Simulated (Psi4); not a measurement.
**SbF3 (SMILES [F][Sb]([F])[F]): MP2/def2-TZVP (core potential, sweep point 8)**

What is the vertical electron affinity of SbF3 at MP2/def2-TZVP (core potential, sweep point 8)? 

Program for the calculation: Psi4 1.11.

7 further runs of the same task are left out: 6 that didn't finish, 1 set aside as unsound or not needed.

### Step 1. Starting point

SbF3 has 4 atoms, charge 0, and is taken as a singlet. As SMILES, `[F][Sb]([F])[F]`. The shape comes from GFN2-xTB, which is rough for such elements, and wasn't checked as a minimum.

Bond lengths: Sb1–F2 1.950 Å, Sb1–F3 1.950 Å, Sb1–F4 1.951 Å. Angles: F2–Sb1–F3 88.2°, F2–Sb1–F4 88.1°, F3–Sb1–F4 88.0°.

### Step 2. A single-point energy at MP2/def2-TZVP (core potential, sweep point 8)

The input, input.in:

```
memory 1.6 GB

molecule molecule1 {
  Sb    -0.004270     0.005580     0.872110
  F      1.568300    -0.029050    -0.280230
  F     -0.758980     1.366260    -0.304070
  F     -0.805050    -1.342800    -0.287810
  symmetry c1
}

set globals {
  basis           def2-TZVP
  puream          true
  scf_type        pk
  num_frozen_docc 7
  mp2_type        conv
}

E = energy("mp2")
```

Launch:

```sh
$ psi4 input.in input.out -n 1
```

input.out:

```text
[...]
    !!!  WARNING: ECP capability is in beta. Please check occupations closely.  !!!
[...]
  Running in c1 symmetry.
[...]
  Nuclear repulsion =  215.910875165842015
[...]
  Multiplicity = 1
[...]
  Nalpha       = 25
  Nbeta        = 25
[...]
    Number of basis functions: 143
[...]
   @RHF iter   1:  -537.62933589262570   -2.99760e+00   4.85105e-03 DIIS/ADIIS
[...]
   @RHF iter  12:  -537.79358194659289   -8.52651e-12   5.14432e-09 DIIS
[...]
    Orbital Energies [Eh]
    ---------------------
    Doubly Occupied:
       1A    -26.272282     2A    -26.272003     3A    -26.271945
       4A     -6.645553     5A     -4.716477     6A     -4.716456
       7A     -4.709700     8A     -1.758382     9A     -1.758337
      10A     -1.744527    11A     -1.744513    12A     -1.738047
      13A     -1.558074    14A     -1.524105    15A     -1.523843
      16A     -0.798969    17A     -0.662752    18A     -0.662585
      19A     -0.657716    20A     -0.632219    21A     -0.632010
      22A     -0.608209    23A     -0.608052    24A     -0.607744
      25A     -0.495873
[...]
  @RHF Final Energy:  -537.79358194659289
   => Energetics <=
    Nuclear Repulsion Energy =            215.9108751658420147
    One-Electron Energy =               -1268.7681660402950001
    Two-Electron Energy =                 515.0637089278600342
    Total Energy =                       -537.7935819465928944
[...]
 Multipole Moments:
 ------------------------------------------------------------------------------------
     Multipole            Electronic (a.u.)      Nuclear  (a.u.)        Total (a.u.)
 ------------------------------------------------------------------------------------
 L = 1.  Multiply by 2.5417464519 to convert [e a0] to [Debye]
 Dipole X            :         -0.1276294            0.1181431           -0.0094864
 Dipole Y            :          0.1692300           -0.1544575            0.0147724
 Dipole Z            :         26.4032115          -24.1296843            2.2735272
 Magnitude           :                                                    2.2735950
[...]
	SCS-MP2 Total Energy (a.u.)        :  -538.83601216992952
	SOS-MP2 Total Energy (a.u.)        :  -538.72995320282416
	SCSN-MP2 Total Energy (a.u.)       :  -538.35357329290923
[...]
	SOS-PI-MP2 Total Energy (a.u.)     :  -538.88601507886267
[...]
	MP2 Total Energy (a.u.)            :  -538.89206822810172
[...]
```

Run time: 36 s. Hardware: 1 thread of Intel Xeon Platinum 8259CL at 2.50GHz (Skylake/Cascade Lake), shared host; peak memory 1 GiB.

### Step 3. The doublet anion, same level

The input, input.inp:

```
memory 1.6 GB

molecule {
  -1 2
  Sb    -0.004270     0.005580     0.872110
  F      1.568300    -0.029050    -0.280230
  F     -0.758980     1.366260    -0.304070
  F     -0.805050    -1.342800    -0.287810
  units angstrom
  symmetry c1
}

set globals {
  basis def2-TZVP
  reference uhf
  puream true
  scf_type pk
  num_frozen_docc 7
  mp2_type conv
  maxiter 150
}

energy("mp2")
```

Launch:

```sh
$ psi4 -i input.inp -o input.out -n 1
```

input.out:

```text
[...]
    !!!  WARNING: ECP capability is in beta. Please check occupations closely.  !!!
[...]
  Running in c1 symmetry.
[...]
  Nuclear repulsion =  215.910875165842015
[...]
  Multiplicity = 2
[...]
  Nalpha       = 26
  Nbeta        = 25
[...]
    Number of basis functions: 143
[...]
   @UHF iter   1:  -537.56363153354278   -2.93189e+00   5.44734e-03 ADIIS/DIIS
[...]
   @UHF iter  38:  -537.79437600602637   -6.14250e-10   5.91058e-09 DIIS
[...]
   @S^2 Observed:                7.647422986E-01
[...]
    Orbital Energies [Eh]
    ---------------------
    Alpha Occupied:
       1A    -26.051540     2A    -26.041292     3A    -26.036825
       4A     -6.369789     5A     -4.442234     6A     -4.439132
       7A     -4.435886     8A     -1.488347     9A     -1.487018
      10A     -1.471455    11A     -1.467866    12A     -1.463323
      13A     -1.340278    14A     -1.305943    15A     -1.301711
      16A     -0.575627    17A     -0.458011    18A     -0.445244
      19A     -0.440053    20A     -0.423460    21A     -0.420320
      22A     -0.394133    23A     -0.390459    24A     -0.385109
      25A     -0.282097    26A     -0.020764
    Alpha Virtual:
[...]
  @UHF Final Energy:  -537.79437600602637
   => Energetics <=
    Nuclear Repulsion Energy =            215.9108751658420147
    One-Electron Energy =               -1280.8771260761388930
    Two-Electron Energy =                 527.1718749042704530
    Total Energy =                       -537.7943760060263685
  UHF NO Occupations:
  HONO-2 :   24  A 1.9997067
  HONO-1 :   25  A 1.9932464
[...]
 Multipole Moments:
 ------------------------------------------------------------------------------------
     Multipole            Electronic (a.u.)      Nuclear  (a.u.)        Total (a.u.)
 ------------------------------------------------------------------------------------
 L = 1.  Multiply by 2.5417464519 to convert [e a0] to [Debye]
 Dipole X            :         -0.0916587            0.1181431            0.0264844
 Dipole Y            :          0.2868692           -0.1544575            0.1324116
 Dipole Z            :         25.4630810          -24.1296843            1.3333967
 Magnitude           :                                                    1.3402168
[...]
	SCS-MP2 Total Energy (a.u.)        :  -538.83887560115295
	SOS-MP2 Total Energy (a.u.)        :  -538.73166766419899
	SCSN-MP2 Total Energy (a.u.)       :  -538.36043391314320
[...]
	SOS-PI-MP2 Total Energy (a.u.)     :  -538.88788294056098
[...]
	MP2 Total Energy (a.u.)            :  -538.89707619869864
[...]
```

It took 54 s on 1 thread of Intel Xeon Platinum 8259CL at 2.50GHz (Skylake/Cascade Lake), shared host; peak memory 1 GiB.

### Step 4. Outcome

Level: MP2/def2-TZVP (core potential, sweep point 8), 7 core orbitals frozen.

```
                                                                 quantity          value
                                               singlet SbF3: total energy  -538.89207 Eh
                        singlet SbF3: HOMO energy (Hartree–Fock orbitals)      -13.49 eV
                        singlet SbF3: LUMO energy (Hartree–Fock orbitals)        0.48 eV
                      singlet SbF3: HOMO–LUMO gap (Hartree–Fock orbitals)       13.97 eV
                singlet SbF3: correlation energy (7 core orbitals frozen)    -1098.5 mEh
                                              doublet anion: total energy  -538.89708 Eh
doublet anion: HOMO energy (Hartree–Fock orbitals) (highest over α and β)       -0.57 eV
 doublet anion: LUMO energy (Hartree–Fock orbitals) (lowest over α and β)        6.12 eV
               doublet anion: correlation energy (7 core orbitals frozen)    -1102.7 mEh
                         doublet anion: ⟨S²⟩ of the reference determinant          0.765
                        vertical electron affinity (to the doublet anion)       0.136 eV
```

What this shows: At fixed nuclei the extra electron is bound by 0.14 eV (13.1 kJ/mol). The basis has no diffuse functions, so the error can be as large as this value.
